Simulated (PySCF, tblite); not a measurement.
# C₂H₈B₃N₃, a small molecule taken as a stand-in for a surface group (BN ring, B site): NMR shifts, core binding energies and electronic excitations, part 2 of 2

tblite 0.8.0 and PySCF 2.14.0. Atoms count from 0, parts from 1. Earlier steps stand in the parts before.

## (5) Core-electron binding energies: SCAN, X2C

What the job is given:

```
{"job": {"kind": "xps", "holes": 5}, "charge": 0, "multiplicity": 1}
N     -0.336421    -0.116964    -1.067316
B      0.032643    -1.421886    -1.500962
N      0.663348    -2.280351    -0.550632
B      0.924409    -1.872412     0.790655
N      0.531842    -0.553871     1.164081
B     -0.104177     0.360937     0.263201
C     -0.511889     1.799337     0.736967
C     -1.073635     2.737631    -0.035211
H     -0.786399     0.496193    -1.733934
H     -0.181070    -1.789954    -2.633763
H      0.932470    -3.211291    -0.838835
H      1.459104    -2.615656     1.581761
H      0.711485    -0.250374     2.112463
H     -0.323343     2.070594     1.785303
H     -1.339875     3.731120     0.340917
H     -1.297859     2.561854    -1.094519
```

With the program's defaults for keys left out, this is: delta-SCF UKS SCAN, pcX-2 on the ionised atom, pcseg-1 elsewhere, spin-free X2C.

The program printed:

```text
ground state, core basis on atom 0 (N), 183 functions
  cycle   1  E = -319.89241232  |g| = 7.09e-01
  cycle   2  E = -319.73699696  |g| = 1.07e+00
  cycle   3  E = -320.00662419  |g| = 1.50e-01
  cycle   4  E = -320.01220445  |g| = 5.46e-02
  cycle   5  E = -320.01283502  |g| = 2.80e-02
  cycle   6  E = -320.01304176  |g| = 6.23e-03
  cycle   7  E = -320.01305113  |g| = 2.37e-03
  cycle   8  E = -320.01305110  |g| = 9.26e-04
  cycle   9  E = -320.01305125  |g| = 3.45e-04
  E(ground) = -320.03174916 Eh
hole in N 1s of atom 0
  cycle   1  E = -304.44063108  |g| = 1.87e+00
  cycle   2  E = -303.76762946  |g| = 2.08e+00
  cycle   3  E = -305.07215510  |g| = 4.33e-01
  cycle   4  E = -305.10256556  |g| = 3.05e-01
  cycle   5  E = -305.14925860  |g| = 6.51e-02
  cycle   6  E = -305.15071222  |g| = 3.73e-02
  cycle   7  E = -305.15141150  |g| = 1.08e-02
  cycle   8  E = -305.15146282  |g| = 5.26e-03
  cycle   9  E = -305.15147994  |g| = 9.39e-04
  cycle  10  E = -305.15148109  |g| = 4.74e-04
  E(ion) = -305.16888381 Eh   <S^2> = 0.7647   hole on atom = 1.000   binding energy = 404.439 eV
ground state, core basis on atom 1 (B), 183 functions
  cycle   1  E = -319.99557809  |g| = 5.02e-02
  cycle   2  E = -319.99552364  |g| = 2.87e-02
  cycle   3  E = -319.99567276  |g| = 1.56e-02
  cycle   4  E = -319.99573181  |g| = 3.19e-03
  cycle   5  E = -319.99573635  |g| = 8.12e-04
  cycle   6  E = -319.99573543  |g| = 3.22e-04
  E(ground) = -320.01745001 Eh
hole in B 1s of atom 1
  cycle   1  E = -312.39288518  |g| = 1.17e+00
  cycle   2  E = -310.31192571  |g| = 1.94e+00
  cycle   3  E = -312.48266829  |g| = 7.06e-01
  cycle   4  E = -312.76869238  |g| = 2.67e-01
  cycle   5  E = -312.78541844  |g| = 2.01e-01
  cycle   6  E = -312.80319031  |g| = 7.18e-02
  cycle   7  E = -312.80567029  |g| = 2.39e-02
  cycle   8  E = -312.80600012  |g| = 1.02e-02
  cycle   9  E = -312.80610652  |g| = 6.49e-03
  cycle  10  E = -312.80614305  |g| = 5.54e-03
  cycle  11  E = -312.80617433  |g| = 2.31e-03
  cycle  12  E = -312.80618215  |g| = 9.42e-04
  cycle  13  E = -312.80618322  |g| = 5.30e-04
  cycle  14  E = -312.80618408  |g| = 4.52e-04
  E(ion) = -312.82835830 Eh   <S^2> = 0.8080   hole on atom = 1.000   binding energy = 195.625 eV
ground state, core basis on atom 4 (N), 183 functions
  cycle   1  E = -320.01307103  |g| = 7.19e-02
  cycle   2  E = -320.01305631  |g| = 1.44e-02
  cycle   3  E = -320.01298907  |g| = 2.26e-02
  cycle   4  E = -320.01309847  |g| = 2.23e-03
  cycle   5  E = -320.01309906  |g| = 1.74e-04
  E(ground) = -320.03171474 Eh
hole in N 1s of atom 4
  cycle   1  E = -304.44040093  |g| = 1.87e+00
  cycle   2  E = -303.74205364  |g| = 2.08e+00
  cycle   3  E = -305.05140907  |g| = 4.69e-01
  cycle   4  E = -305.07221261  |g| = 3.73e-01
  cycle   5  E = -305.14901121  |g| = 7.42e-02
  cycle   6  E = -305.15132879  |g| = 4.13e-02
  cycle   7  E = -305.15216693  |g| = 9.77e-03
  cycle   8  E = -305.15220172  |g| = 5.55e-03
  cycle   9  E = -305.15222053  |g| = 1.13e-03
  cycle  10  E = -305.15222091  |g| = 4.91e-04
  E(ion) = -305.16936554 Eh   <S^2> = 0.7648   hole on atom = 1.000   binding energy = 404.425 eV
ground state, core basis on atom 5 (B), 183 functions
  cycle   1  E = -319.99600438  |g| = 5.09e-02
  cycle   2  E = -319.99587624  |g| = 3.42e-02
  cycle   3  E = -319.99604411  |g| = 2.24e-02
  cycle   4  E = -319.99616075  |g| = 1.01e-02
  cycle   5  E = -319.99618594  |g| = 1.06e-03
  cycle   6  E = -319.99618859  |g| = 4.23e-04
  E(ground) = -320.01756145 Eh
hole in B 1s of atom 5
  cycle   1  E = -312.39101072  |g| = 1.19e+00
  cycle   2  E = -310.92798785  |g| = 1.96e+00
  cycle   3  E = -312.64580664  |g| = 5.49e-01
  cycle   4  E = -312.75736601  |g| = 3.22e-01
  cycle   5  E = -312.80419534  |g| = 8.54e-02
  cycle   6  E = -312.80740323  |g| = 3.02e-02
  cycle   7  E = -312.80779140  |g| = 1.75e-02
  cycle   8  E = -312.80797817  |g| = 7.00e-03
  cycle   9  E = -312.80802705  |g| = 4.57e-03
  cycle  10  E = -312.80806195  |g| = 3.44e-03
  cycle  11  E = -312.80809091  |g| = 2.08e-03
  cycle  12  E = -312.80810514  |g| = 2.01e-03
  cycle  13  E = -312.80811748  |g| = 1.48e-03
  cycle  14  E = -312.80813460  |g| = 1.31e-03
  cycle  15  E = -312.80814822  |g| = 1.03e-03
  cycle  16  E = -312.80815111  |g| = 7.25e-04
  cycle  17  E = -312.80815408  |g| = 6.14e-04
  cycle  18  E = -312.80815456  |g| = 2.26e-04
  E(ion) = -312.82986709 Eh   <S^2> = 0.8078   hole on atom = 1.000   binding energy = 195.587 eV
ground state, core basis on atom 6 (C), 183 functions
  cycle   1  E = -320.00173283  |g| = 5.72e-02
  cycle   2  E = -320.00154182  |g| = 3.12e-02
  cycle   3  E = -320.00131865  |g| = 4.17e-02
  cycle   4  E = -320.00179308  |g| = 3.94e-03
  cycle   5  E = -320.00180048  |g| = 6.11e-04
  cycle   6  E = -320.00179836  |g| = 1.87e-04
  E(ground) = -320.02216163 Eh
hole in C 1s of atom 6
  cycle   1  E = -308.76871023  |g| = 1.51e+00
  cycle   2  E = -306.38210765  |g| = 2.23e+00
  cycle   3  E = -308.83628827  |g| = 9.37e-01
  cycle   4  E = -309.29374105  |g| = 3.34e-01
  cycle   5  E = -309.33174078  |g| = 1.72e-01
  cycle   6  E = -309.34464629  |g| = 5.09e-02
  cycle   7  E = -309.34583866  |g| = 1.86e-02
  cycle   8  E = -309.34600969  |g| = 1.03e-02
  cycle   9  E = -309.34608412  |g| = 5.59e-03
  cycle  10  E = -309.34612570  |g| = 3.40e-03
  cycle  11  E = -309.34615592  |g| = 2.50e-03
  cycle  12  E = -309.34618133  |g| = 2.24e-03
  cycle  13  E = -309.34619932  |g| = 1.28e-03
  cycle  14  E = -309.34620765  |g| = 8.25e-04
  cycle  15  E = -309.34620914  |g| = 3.99e-04
  E(ion) = -309.36565597 Eh   <S^2> = 0.8214   hole on atom = 1.000   binding energy = 289.978 eV
```

Run time: 1.7 min. Hardware: 1 thread of Arm Neoverse N1, shared host; peak memory 0.75 GiB.

The holes in one table. −ε is the ground-state orbital energy:

```csv
hole,stands for,environment,ΔSCF (eV),−ε (eV),⟨S²⟩
N1s on N0,N0,"nitrogen bonded to 2 B, H",404.44,385.6,0.765
B1s on B1,B1,"boron bonded to 2 N, H",195.63,180.0,0.808
N1s on N4,N4,"nitrogen bonded to 2 B, H",404.43,385.6,0.765
B1s on B5,B5,"boron bonded to C, 2 N",195.59,180.0,0.808
C1s on C6,C6,"carbon bonded to C, B, H",289.98,273.3,0.821
```

## (6) Ultraviolet spectrum: CAM-B3LYP/def2-SVPD

Same as in step 5 but for these lines:

```diff
@@ -1,2 +1,2 @@
-{"job": {"kind": "xps", "holes": 5}, "charge": 0, "multiplicity": 1}
+{"job": {"kind": "uv", "xc": "CAM-B3LYP", "basis": "def2-SVPD", "nstates": 6, "ntriplets": 2, "ip": true}, "charge": 0, "multiplicity": 1}
 N     -0.336421    -0.116964    -1.067316
```

With the program's defaults for keys left out, this is: TDDFT CAM-B3LYP/def2-SVPD, vertical, gas phase, core orbitals frozen in the response.

The program printed:

```text
coarse grid: 13576 points
cycle   1  E = -319.5661728868  dE =  1.188e+00  |g| = 5.687e-01  |ddm| = 1.120e+01
cycle   2  E = -319.5709471224  dE = -4.774e-03  |g| = 5.974e-01  |ddm| = 2.186e+00
cycle   3  E = -319.6472236027  dE = -7.628e-02  |g| = 5.080e-02  |ddm| = 1.285e+00
cycle   4  E = -319.6477628328  dE = -5.392e-04  |g| = 2.954e-02  |ddm| = 2.000e-01
cycle   5  E = -319.6479872087  dE = -2.244e-04  |g| = 5.159e-03  |ddm| = 7.356e-02
cycle   6  E = -319.6479927385  dE = -5.530e-06  |g| = 2.455e-03  |ddm| = 1.504e-02
final grid: 131992 points
cycle   7  E = -319.6968463084  dE = -3.402e-05  |g| = 6.902e-03  |ddm| = 2.614e-01
cycle   8  E = -319.6968434040  dE =  2.904e-06  |g| = 7.988e-03  |ddm| = 3.493e-02
cycle   9  E = -319.6968567915  dE = -1.339e-05  |g| = 4.351e-04  |ddm| = 1.449e-02
cycle  10  E = -319.6968568320  dE = -4.051e-08  |g| = 1.956e-04  |ddm| = 1.908e-03
cycle  11  E = -319.6968568418  dE = -9.762e-09  |g| = 6.484e-05  |ddm| = 6.972e-04
cycle  12  E = -319.6968568429  dE = -1.090e-09  |g| = 1.142e-05  |ddm| = 1.943e-04
cycle  13  E = -319.6968568429  dE = -5.491e-11  |g| = 3.465e-06  |ddm| = 5.092e-05
converged SCF energy = -319.6968568429

Static polarisability (au): isotropic 85.950, principal 56.079 89.012 112.760

Singlet excitations
state   eV       nm        f      main configurations
  1   6.3267    196.0   0.42626   H->L 0.94
  2   6.4822    191.3   0.04265   H-1->L 0.69, H->L+2 0.17
  3   6.6480    186.5   0.00022   H-3->L 0.82, H-4->L 0.09
  4   7.0698    175.4   0.00882   H->L+1 0.81
  5   7.4065    167.4   0.29391   H->L+2 0.50, H-1->L 0.22, H-2->L 0.11
  6   7.4505    166.4   0.00089   H-1->L+1 0.56, H->L+3 0.27

Triplet excitations (Tamm-Dancoff, eV): 3.9354 6.0884
Vertical ionisation energy (delta-SCF) = 9.5766 eV
```

It took 5.7 min on 1 thread of Arm Neoverse N1, shared host; peak memory 1.2 GiB.

Frontier orbitals and where they lie:

```csv
orbital,eV,atoms
HOMO−3,-10.43,"C6 22 %, B5 14 %, B1 11 %"
HOMO−2,-9.94,"N2 32 %, C6 17 %, C7 14 %"
HOMO−1,-9.51,"N4 36 %, N0 32 %, B1 8 %"
HOMO,-8.85,"C7 25 %, C6 23 %, N2 16 %"
LUMO,0.22,"C7 29 %, C6 24 %, B5 16 %"
LUMO+1,0.96,"B5 23 %, B1 21 %, B3 21 %"
LUMO+2,1.41,"B1 29 %, B3 24 %, N2 13 %"
```

With each of the 6 states as a Gaussian band of 0.4 eV half-width at 1/e, the curve within the window shown has maxima at 196 nm (ε 19,000), 168 nm (ε 12,000) L/(mol cm). Beyond the last state computed it falls off for lack of states. The curve at chosen wavelengths:

nm, ε (L/mol/cm) and a bar:
```
      160       5721 #######
      162       8165 ###########
      164      10357 ###############
      167      12087 ##################
      169      11862 ##################
      171      10692 ###############
      173       8998 ############
      176       6568 ########
      178       5632 ######
      180       5539 ######
      182       6363 ########
      185       9101 #############
      187      11564 #################
      189      14121 ######################
      191      16381 ##########################
      194      18493 ##############################
      196      18768 ##############################
      198      18116 #############################
      200      16673 ##########################
      203      13542 #####################
      205      11191 ################
      207       8896 ############
      209       6818 #########
      212       4291 ####
      214       3029 ##
      216       2076
```

Further results of this job:

```csv
property,computed
dipole moment (D),0.58
polarisability (Å³),12.74
HOMO–LUMO gap (eV),9.07
−ε(HOMO) (eV),8.85
```

## (7) Results

This closing draws on all 2 parts.

```
                                                    quantity                                               value
                        rotational constants (main isotopes)                                4.80, 1.43, 1.10 GHz
                      13C shifts against TMS (PBE0/pcSseg-1)                                    144.2, 139.7 ppm
                       1H shifts against TMS (PBE0/pcSseg-1)  6.24, 6.23, 6.22, 5.70, 5.57, 5.30, 4.82, 4.79 ppm
                      15N shifts against NH3 (PBE0/pcSseg-1)                             144.7, 142.8, 131.1 ppm
                 11B shifts against BF3·OEt2 (PBE0/pcSseg-1)                                28.0, 27.9, 26.4 ppm
                       surface potential, 1st and 99th percentile                                  -0.64 V and 1.62 V
N1s binding energies, SCAN/pcX-2 (standing for 2 of 3 atoms)                             N0 404.44, N4 404.43 eV
B1s binding energies, SCAN/pcX-2 (standing for 2 of 3 atoms)                             B1 195.63, B5 195.59 eV
C1s binding energies, SCAN/pcX-2 (standing for 1 of 2 atoms)                                        C6 289.98 eV
                        lowest singlet (CAM-B3LYP/def2-SVPD)                         6.33 eV (196 nm), f = 0.426
                                              lowest triplet                                             3.94 eV
                           vertical ionisation energy (ΔSCF)                                             9.58 eV
```

In words: Over 5 steps the energy fell by 0.166 eV; of the close pairs, B1–H9 changed most, 1.162 to 1.210 Å (PBE0/def2-SVP). By nearest atom (PBE0/pcSseg-1), the HOMO sits on C6, C7 about 23 % each; N2 17 % and the LUMO on C7 26 %; C6 20 %. The N1s levels computed lie within 0.01 eV of one another, too close to rank. Only 2 of the 3 N atoms are covered by sound results. The B1s levels computed lie within 0.04 eV of one another, too close to rank. Only 2 of the 3 B atoms are covered by sound results. The lowest singlet, at 6.33 eV, is HOMO→LUMO 0.94 and is bright. The lowest triplet lies 2.39 eV below the lowest singlet (triplets in Tamm-Dancoff, singlets in full TDDFT). The orbital energy would give 8.85 eV for ionisation, ΔSCF gives 9.58 eV. A capped cluster stands for the solid here, so long-range fields and strain are missing, and bands or shifts of the capping hydrogens have no counterpart in it.
